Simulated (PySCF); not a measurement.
# ClH8PSi3: the cost of one run

The runs use PySCF 2.14.0, with density-fitted response routines of our own; the level of theory stands in each step. All values are computed, except where a source is named. Atoms count from 0, in the outputs and in this text.

## (1) Starting geometry

13 atoms, charge 0, multiplicity 1; geometry from: GFN2-xTB. The atoms were then displaced at random by about 0.01 Å, so the start is not that level's minimum.

Bonds of the start (Å): Si0–Si1 2.33, Si1–Si2 2.34, Si1–P3 2.26, Si1–Cl4 2.07, Si0–H5 1.46, Si0–H6 1.47, Si0–H7 1.49, Si2–H8 1.49, Si2–H9 1.45, Si2–H10 1.46, P3–H11 1.41, P3–H12 1.40.

## (2) Geometry optimisation at PBE0-D3(BJ)/def2-SVP

The job: settings as JSON, then the geometry in Å.

```
{"job": {"xc": "PBE0", "basis": "def2-SVP", "d3": "d3bj", "grid": 1, "shake": 0.01, "kind": "geom"}, "charge": 0, "multiplicity": 1}
Si    -1.661340     0.991940    -0.750930
Si     0.035790     0.079830     0.554160
Si     2.249270     0.126410    -0.200060
P     -0.360210    -2.059270     1.158240
Cl    -0.018860     1.063210     2.370620
H     -1.746670     0.320840    -2.043660
H     -3.003010     0.907750    -0.147500
H     -1.420730     2.439170    -1.033800
H      3.238780    -0.449220     0.755640
H      2.374490    -0.608500    -1.444890
H      2.680060     1.504000    -0.443780
H     -1.742770    -1.862800     1.366920
H     -0.618970    -2.470240    -0.151270
```

On the command line:

```sh
$ OMP_NUM_THREADS=1 python probes_run.py task.json out
```

This one command runs all jobs of the session in turn.

Q: Estimate the wall time and peak memory of this first job on 1 thread of Arm Neoverse V1, shared host.

About 52 s, with a peak of 0.54 GiB.
